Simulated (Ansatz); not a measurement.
# BClH₃Sb, SMILES Cl[BH][SbH2]: a search for lower mean-field states

Run with Ansatz 0.2.0 through its Python package.

`bclh3sb.py`
```python
"""Does a wider search find a lower mean-field state of BClH3Sb?"""

import ansatz as az
import numpy as np


def main() -> None:
    bclh3sb = (
        az.Crystal.molecule()
        .atom("Cl", (-1.7474, -1.1454, -0.2161))
        .atom("B", (0.0257, -1.0196, 0.0105))
        .atom("Sb", (1.0171, 0.9692, 0.1122))
        .atom("H", (0.7337, -2.0006, 0.1004))
        .atom("H", (0.1744, 1.5423, -1.3025))
        .atom("H", (-0.1613, 1.5901, 1.2494))
    )
    symbols = [site.symbol for site in bclh3sb.cartesian_sites]

    start = np.array([site.position_ang for site in bclh3sb.cartesian_sites])
    for factor in [1.0, 1.25, 1.6]:
        xyz = (start - start.mean(axis=0)) * factor
        scaled = az.Crystal.molecule()
        for symbol, place in zip(symbols, xyz):
            scaled = scaled.atom(symbol, place.tolist())
        model = (
            scaled.calculation()
            .basis(gaussian="def2-SVP")
            .functional("HF")
            .spin("collinear")  # two spin channels
        )
        for search in ("off", "standard"):
            try:
                data = model.scf(lower_state_search=search).run().report
            except az.AnsatzError as error:
                print(f"x{factor} search {search}: {type(error).__name__}")
                continue
            state = data["mean_field"]["state"]
            print(f"all distances x{factor}, search {search:8s} E = {data['free_energy_ev']:.5f} eV  <S^2> = {abs(state['spin_squared']):.3f}  other states met: {len(data['mean_field']['others'])}")


if __name__ == "__main__":
    main()
```

Output of `python bclh3sb.py`:
```text
all distances x1.0, search off      E = -19728.71467 eV  <S^2> = 0.000  other states met: 0
all distances x1.0, search standard E = -19728.71467 eV  <S^2> = 0.000  other states met: 0
all distances x1.25, search off      E = -19723.53201 eV  <S^2> = 0.000  other states met: 0
all distances x1.25, search standard E = -19723.59053 eV  <S^2> = 0.483  other states met: 4
all distances x1.6, search off      E = -19713.76471 eV  <S^2> = 0.000  other states met: 0
all distances x1.6, search standard E = -19718.50508 eV  <S^2> = 3.159  other states met: 10
```

Notes:
- These settings explore the input space; basis and method may be short of convergence.
- The count of other states can hold repeated and symmetry-equivalent ends of the search; scaling all distances is a test, and for more than two atoms no physical path.
- The geometry comes from a force field and isn't relaxed at this level.
- def2 sets replace the cores of elements past krypton by effective core potentials.
- The expectation value of S² is noticeably off S(S+1) in at least one run, so that state is spin-contaminated.
- The whole script took 26 s on 1 thread of Arm Neoverse V1, on a shared host, peak memory 0.24 GiB.

(Lines on the test bed's own set-up are left out of the output.)
